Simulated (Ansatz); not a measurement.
**Br− with CHN: structure and interaction energy**

Aim: relax the pair, then compute its interaction energy with counterpoise at many levels, up to CCSD(T).

Program: Ansatz 0.2.0, Gaussian basis. Level of theory: PBE0-D4 structure, single points in def2-TZVPPD. These are calculated values, not measurements.

Levels: PBE-D4, revPBE-D4, BLYP-D4, r2SCAN-D4, B97M-V, PBE0-D4, B3LYP-D4, HSE06-D4, wB97X-V, wB97M-V, B2PLYP, Hartree-Fock, MP2, CCSD, CCSD(T). The reference is CCSD(T) extrapolated to the basis limit. For elements past Ar these valence bases correlate outer-core shells poorly and lack relativity, so that limit is rough.

Cores are frozen in the correlated methods. Filled d shells of the heavier atoms are correlated. B3LYP uses VWN-RPA correlation. B2PLYP carries no dispersion term here.

163 further runs of the same task are left out: 163 set aside as unsound or not needed.

### 1 Where the work starts

The pair, from a GFN2-xTB docking trial: 4 atoms, charge -1, spin multiplicity 1.

Atoms are counted from 1 here; the program's logs count them from 0.

Bond lengths: C2–N3 1.143 Å, C2–H4 1.070 Å. Angles: N3–C2–H4 178.4°.

Coordinates:

```
atom    x (Å)    y (Å)    z (Å)
 Br1  -2.1371   1.2311  -0.8870
  C2   0.6964  -0.3894   0.2936
  N3   1.5777  -1.0187   0.6599
  H4  -0.1370   0.1770  -0.0665
```

Atoms 1 to 1 are fragment A (Br−), the rest fragment B (CHN).

### 2 A first relaxation in a small basis

The input, pre/in.yaml:

```yaml
crystal:
  periodic: [false, false, false]
  atoms:
    - {symbol: Br, position_ang: [-2.137100, 1.231100, -0.887000]}
    - {symbol: C, position_ang: [0.696400, -0.389400, 0.293600]}
    - {symbol: N, position_ang: [1.577700, -1.018700, 0.659900]}
    - {symbol: H, position_ang: [-0.137000, 0.177000, -0.066500]}
basis:
  gaussian: {orbitals: def2-SVPD}
total_charge: -1
hamiltonian: {xc: pbe, dispersion: d4}
relax: {f_tol: 0.03, max_steps: 250}
```

On the command line:

```bash
$ ansatz run in.yaml --threads 2 --pin off --events-out ev --progress --plain --max-ram 5222MiB
```

The runs that follow: Relaxation at PBE0-D4; wB97X-V/def2-TZVPPD; wB97M-V/def2-TZVPPD; B2PLYP/def2-TZVPPD; B97M-V/def2-TZVPPD; CCSD(T)/def2-TZVPPD; MP2/def2-QZVPPD; Vibrations of the pair.

What does the calculation give? Wanted: interaction energy, CCSD(T)/CBS; of it Hartree-Fock; D4 term of PBE0-D4; shortest contact; lowest wavenumber.

The runs gave:

| quantity | value |
| --- | --- |
| interaction energy, CCSD(T)/CBS | -83.30 kJ/mol |
| of it Hartree-Fock (basis limit) | -73.58 kJ/mol |
| D4 term of PBE0-D4 | -2.78 kJ/mol |
| shortest contact | Br1–H4 2.24 Å |
| lowest wavenumber | 156 cm⁻¹ |

The pair is bound by 83.30 kJ/mol at fixed fragment shapes. Hartree-Fock gives 88 % of it, so electrostatics, induction and charge transfer lead. revPBE-D4 is the best functional here (-0.31 kJ/mol from CCSD(T)/CBS); HSE06-D4 is the worst (-5.27 kJ/mol). Mean unsigned error by rung: GGA 1.81, meta-GGA 1.85, hybrid 3.34, screened hybrid 5.27, range-separated hybrid 0.62, double hybrid 3.16 kJ/mol. PBE-D4 gives an interaction energy 4.08 kJ/mol too low, an error of 5 % of the reference. CCSD(T) moves by -4.83 kJ/mol from triple zeta to the limit; gaps between functionals far smaller than that don't rank them. A lower arrangement may exist.
